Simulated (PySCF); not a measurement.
# The bond of SnO, level by level

What are the lowest state that PBE0 finds, the bond length, vibrational wavenumber and bond energy of SnO, and how much do these hang on the method?

Method: Sn def2-SVPD with ECP28, O def2-SVPD, scalar-relativistic core potentials; program: PySCF 2.14.0.

**1. Input**

A driver script around PySCF takes these settings:

```
atoms                         : Sn, O
charge                        : 0
basis                         : Sn def2-SVPD with ECP28, O def2-SVPD
Hamiltonian                   : scalar-relativistic core potentials
basis functions               : 55
electrons treated             : 30
masses in u                   : 119.9022, 15.9949
levels                        : PBE0, PBE, r²SCAN, BP86, LDA, r²SCAN0, ωB97X, HF, MP2, SCS-MP2, CCSD, CCSD(T)
grid                          : 80 radial by 434 angular points
occupations                   : held fixed by the projection of orbital angular momentum
dissociation limit            : Sn + O, each in its ground configuration
starting distance in angstrom : 1.950
values of 2S to try           : 0, 2, 4
```

The run is started by

```console
$ OMP_NUM_THREADS=1 python dia.py task.json out
```

Further steps of the session: PBE0 along the bond; Excited determinants; PBE; r²SCAN (meta-GGA); BP86; LDA; r²SCAN0 (hybrid meta-GGA); ωB97X (range-separated hybrid); RHF; Adding correlation.

Q: Predict the outcome of this session. Wanted: for each run, Re; ωe; De; μ.

As calculated:

Lowest PBE0 solution found, without spin–orbit coupling: ¹Σ⁺ (singlet), closed shell. State 2 has its PBE0 minimum 2.14 eV higher. The other levels ran on the lowest alone.

```csv
level,Re (Å),ωe (cm⁻¹),De (eV),μ (D)
RHF,1.813,929,1.56,-5.42
RHF-MP2,1.889,760,5.90,n/a
RHF-SCS-MP2,1.882,774,5.59,n/a
RHF-CCSD,1.857,829,4.77,n/a
RHF-CCSD(T),1.881,767,5.22,n/a
LDA,1.856,806,7.07,-4.21
PBE,1.878,776,6.02,-4.30
BP86,1.877,778,6.03,-4.26
r²SCAN,1.856,819,5.48,-4.34
PBE0,1.847,838,5.16,-4.61
r²SCAN0,1.836,862,4.77,-4.65
ωB97X,1.838,863,5.52,-4.83
```

De is counted to Sn + O in their ground configurations. A positive dipole means Sn(−)O(+).

**Reading.** Bond lengths run from 1.813 Å (RHF) to 1.889 Å (RHF-MP2). Of the levels with a De here, RHF gives the least (1.56 eV) and LDA the most (7.07 eV).

Correlated steps freeze 5 core orbitals. These are scalar-relativistic numbers at best; spin–orbit coupling would shift them, the dissociation energy most. T1 is 0.033 near the minimum (highest on the curve 0.061), which may point to more than one leading configuration.
